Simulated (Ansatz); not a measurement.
Predict the output of the script below (the Python package of Ansatz (0.2.0)).

Input file `nbmoo4.xyz`:
```text
6
Lattice="3.34647054 -3.38970604 0.0 3.34647054 3.38970604 0.0 0.0 0.0 3.14576661" Properties=species:S:1:pos:R:3 pbc="T T T"
Nb    3.34647054    0.00000000    1.57288330
Mo    0.00000000    0.00000000    0.00000000
O     1.32793801   -0.00000000    1.57288330
O     5.36500307   -0.00000000    1.57288330
O     3.34647054   -1.33987833    0.00000000
O     3.34647054    1.33987833    0.00000000
```

`run_dfpt.py`
```python
"""DFPT phonons of NbMoO4."""

from pathlib import Path

import ansatz as az
import numpy as np


def main() -> None:
    cell = az.Crystal.from_extxyz("nbmoo4.xyz")

    model = (
        cell.calculation()
        .functional("pbesol")
        .occupations("gaussian", width=0.05)
        .kpoints(6, 6, 10)
        .phonons("dfpt", points=[(0, 0, 0), (0.5, 0, 0.5), (0, 0, 0.5)])
    )
    result = model.run(threads=1, pin="off", runs_dir="runs")
    ph = result.phonons

    for q in ph.qpoints:
        print("q =", np.round(q.q_frac, 3), "1/cm:", " ".join(f"{w:.1f}" for w in q.omega_inv_cm))


if __name__ == "__main__":
    main()
```

```console
$ python run_dfpt.py
DeckWarning: basis.ecutwfc = 420 eV, auto-derived from the records' recommended cutoffs: set by Nb (normal level)
q = [0. 0. 0.] 1/cm: -179.2 -0.0 0.0 0.0 139.9 168.7 191.6 268.3 280.2 301.3 303.4 348.0 365.5 368.7 419.7 445.2 514.9 621.6
q = [0.5 0.  0.5] 1/cm: -499.5 -140.5 74.6 140.6 157.3 176.1 204.7 249.2 250.6 267.8 271.6 309.8 356.6 401.5 405.8 500.8 509.6 590.4
q = [0.  0.  0.5] 1/cm: -405.1 48.3 117.9 170.0 190.6 197.8 232.2 234.6 248.0 258.1 268.4 274.4 299.2 369.2 419.7 465.2 517.6 543.3
```
(Warnings from the package without file and line.)

Reading the output:
- The cell holds an odd number of electrons and is run without spin, so a magnetic state may lie lower.
- The cell isn't relaxed first, so the values belong to this volume.
- A negative frequency stands for an imaginary mode.
- The structure comes from a database of computed cells and needn't be a stable or known phase.
- The structure is taken as given; imaginary modes can come from an unrelaxed or unstable start. Phonons of metals also depend on mesh and smearing.
- It ran for 11 min on 1 thread of Arm Neoverse V2 (shared host), peak memory 1.1 GiB.

(Lines on the test bed's own set-up are left out of the output.)
